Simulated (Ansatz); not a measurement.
**SiO2: further runs on the relaxed cell**

An exercise on one series of results from a longer session: the logs are not shown, and one member is left open.

Method: DFT LDA, scalar-relativistic, plane waves, PAW, in Ansatz 0.2.0.

**The system as given**

It takes space group Im-3m (No. 229, cubic). The conventional cell has a = 9.853 Å, b = 9.853 Å, c = 9.853 Å, α = 90.00°, β = 90.00°, γ = 90.00°. Si (site symmetry 3m) is surrounded by 4 O at 1.59 to 1.61 Å. O (site symmetry -3m) has 2 Si at 1.59 Å in its first shell of neighbours. O (site symmetry mm2) has 2 Si at 1.61 Å in its first shell of neighbours.

Coordinates:

```cif
data_structure
_symmetry_space_group_name_H-M 'Im-3m'
_symmetry_Int_Tables_number 229
_cell_length_a 9.8533
_cell_length_b 9.8533
_cell_length_c 9.8533
_cell_angle_alpha 90.000
_cell_angle_beta 90.000
_cell_angle_gamma 90.000
_cell_volume 956.63
loop_
_atom_site_label
_atom_site_type_symbol
_atom_site_symmetry_multiplicity
_atom_site_Wyckoff_symbol
_atom_site_fract_x
_atom_site_fract_y
_atom_site_fract_z
_atom_site_occupancy
Si1 Si 16 f 0.15681 0.15681 0.15681 1
O1 O 8 c 0.25000 0.25000 0.25000 1
O2 O 24 h 0.18900 0.18900 0.00000 1
```

It goes back to an entry of the Materials Project, which need not be the stable form.

It is the result of an earlier relaxation at this level (volume 19.93 Å³/atom; gap on the mesh: 5.53 eV).

Set-up of the first run:

Input file input.yaml:

```yaml
crystal:
  lattice:
    - [-4.8768802189, 4.8768802189, 4.8768802189]
    - [4.8768802189, -4.8768802189, 4.8768802189]
    - [4.8768802189, 4.8768802189, -4.8768802189]
  atoms:
    - { symbol: Si, position: [0.313620047, 0.313620047, 0.313620047] }
    - { symbol: Si, position: [0.0, 0.313620047, 0.0] }
    - { symbol: Si, position: [0.0, 0.0, 0.313620047] }
    - { symbol: Si, position: [0.313620047, 0.0, 0.0] }
    - { symbol: Si, position: [0.0, 0.0, 0.686379953] }
    - { symbol: Si, position: [0.686379953, 0.0, 0.0] }
    - { symbol: Si, position: [0.0, 0.686379953, 0.0] }
    - { symbol: Si, position: [0.686379953, 0.686379953, 0.686379953] }
    - { symbol: O, position: [0.5, 0.5, 0.5] }
    - { symbol: O, position: [0.0, 0.5, 0.0] }
    - { symbol: O, position: [0.0, 0.0, 0.5] }
    - { symbol: O, position: [0.5, 0.0, 0.0] }
    - { symbol: O, position: [0.189001963, 0.189001963, 0.3780039259] }
    - { symbol: O, position: [0.189001963, 0.3780039259, 0.189001963] }
    - { symbol: O, position: [0.810998037, 0.0, 0.189001963] }
    - { symbol: O, position: [0.0, 0.810998037, 0.189001963] }
    - { symbol: O, position: [0.3780039259, 0.189001963, 0.189001963] }
    - { symbol: O, position: [0.189001963, 0.810998037, 0.0] }
    - { symbol: O, position: [0.810998037, 0.189001963, 0.0] }
    - { symbol: O, position: [0.189001963, 0.0, 0.810998037] }
    - { symbol: O, position: [0.6219960741, 0.810998037, 0.810998037] }
    - { symbol: O, position: [0.810998037, 0.6219960741, 0.810998037] }
    - { symbol: O, position: [0.0, 0.189001963, 0.810998037] }
    - { symbol: O, position: [0.810998037, 0.810998037, 0.6219960741] }
basis:
  ecutwfc: 420
kpoints:
  mp_grid: { grid: [4, 4, 4] }
hamiltonian:
  xc: lda
scf:
  occupations: { method: gaussian, width: 0.02 }
output:
  forces: true
  stress: true
  eigenvalues: true
relax:
  adjacent_minimum: "off"
  f_tol: 0.01
  max_steps: 30
```

Started as:

```console
ansatz run input.yaml --threads 4 --pin off --max-ram 10240MiB --backend cpu --events-out ev --progress --plain --runs-dir out
```

Steps of the session up to this table: Volume × 0.97; Volume × 1.03; Volume × 0.94; The cell scaled to 1.06 of its volume; The cell scaled to 0.91 of its volume; The cell scaled to 1.10 of its volume; Volume × 0.88.

One of the session's tables, all rows but one given; the rest of the session is left out.

It belongs to the step «Fit of the equation of state». 

```
volume (Å³/atom)  energy above the lowest point (meV/atom)  pressure (GPa)  gap on the mesh (eV)
          17.538                                     106.2           15.48                  5.23
          18.136                                      57.1           10.90                  5.41
          18.734                                         ?               ?                     ?
          19.332                                       5.6            3.17                  5.54
          19.930                                       0.0           -0.05                  5.53
          20.528                                       5.6           -2.90                  5.46
          21.126                                      21.2           -5.41                  5.34
          21.923                                      55.4           -8.26                  5.12
```

Estimate the missing values for volume (Å³/atom) = 18.734.

Worked estimate for «energy above the lowest point (meV/atom)». A straight line through the neighbours (18.136, 57.1) and (19.332, 5.6) gives 57.1 + (5.6 − 57.1) × (18.734 − 18.136) / (19.332 − 18.136) = 31.3; a parabola fitted to 4 rows on both sides gives 24.1.

**Answer.** energy above the lowest point (meV/atom): 24.2; pressure (GPa): 6.81; gap on the mesh (eV): 5.51. In «energy above the lowest point (meV/atom)» the line misses by +7.1 and the parabola by -0.1.

To keep in mind: The gap on the mesh goes from 5.23 eV at the smallest volume to 5.12 eV at the largest, through a peak of 5.54 eV between. Warnings in the runs' records: stress scf threshold loose.
